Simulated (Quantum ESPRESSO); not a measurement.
The system is HfIn4SiO6.

```
CELL_PARAMETERS angstrom
5.69867 0.00381 0.01559
-0.70506 6.10815 -0.00575
-2.73718 -1.39557 6.63076
ATOMIC_POSITIONS crystal
Hf 0.11793 0.01556 0.13292
In 0.38842 0.99901 0.72891
In 0.75865 0.00842 0.49586
In 0.23461 0.48841 0.53300
In 0.59649 0.48211 0.20528
Si 0.86778 0.44029 0.85544
O 0.55316 0.38738 0.79290
O 0.93454 0.38483 0.65596
O 0.98414 0.26218 0.00347
O 0.99083 0.69806 0.98452
O 0.08665 0.06493 0.39374
O 0.48680 0.10883 0.21799
```

The cell was built by a generator and needn't be a form met in nature.

```yaml
Program: Quantum ESPRESSO 7.5
Task: single point
Functional: PBE
Potentials_or_basis: SSSP 1.3 efficiency PBE
Cutoff: 816 eV
Density_cutoff: 5987 eV
k_mesh: 5 × 5 × 4
Occupations: fermi-dirac, width 0.05 eV
Spin: no spin polarisation
```

On this cell: pressure -0.3 GPa; largest force 0.148 eV/Å; band gap on the k mesh 0.88 eV, indirect (least direct gap 1.16 eV).

The same run follows on a disturbed copy (atoms moved at random, drawn with an rms of 0.05 Å):

```
CELL_PARAMETERS angstrom
5.69867 0.00381 0.01559
-0.70506 6.10815 -0.00575
-2.73718 -1.39557 6.63076
ATOMIC_POSITIONS crystal
Hf 0.12287 0.00913 0.14169
In 0.38624 0.01360 0.72810
In 0.75398 0.00837 0.49130
In 0.23593 0.49030 0.53565
In 0.59137 0.48337 0.20264
Si 0.86161 0.44176 0.85785
O 0.54610 0.38744 0.78415
O 0.93284 0.39302 0.65663
O 0.98608 0.26367 0.99616
O 0.99062 0.69058 0.98072
O 0.08405 0.07013 0.40080
O 0.48645 0.11123 0.21932
```

Question: What changes?

Answer: The energy moves by +23.8 meV/atom; pressure 0.0 GPa; largest force 2.610 eV/Å; band gap on the k mesh 0.96 eV, indirect (least direct gap 1.31 eV).

Forces on the atoms (eV/Å):
```
Hf  -0.561  1.017 -1.021
In  -0.023 -0.518  0.083
In  -0.115 -0.004  0.484
In  -0.288  0.379 -0.199
In  -0.065  0.071  0.122
Si   0.966 -0.853 -1.663
O   -0.087  0.032  0.385
O   -0.206 -0.218 -0.097
O    0.199 -1.864  1.203
O   -0.049  2.140  1.494
O    0.507 -0.051 -0.629
O   -0.277 -0.130 -0.164
```

Stress tensor (GPa, compression positive):
```
-0.15  0.38  0.36
 0.38  0.13  0.40
 0.36  0.40  0.15
```

Caveats: spin-orbit coupling is left out, which moves the levels of the heavy elements; an odd mesh through Γ misses points on the zone boundary, where band edges often lie.
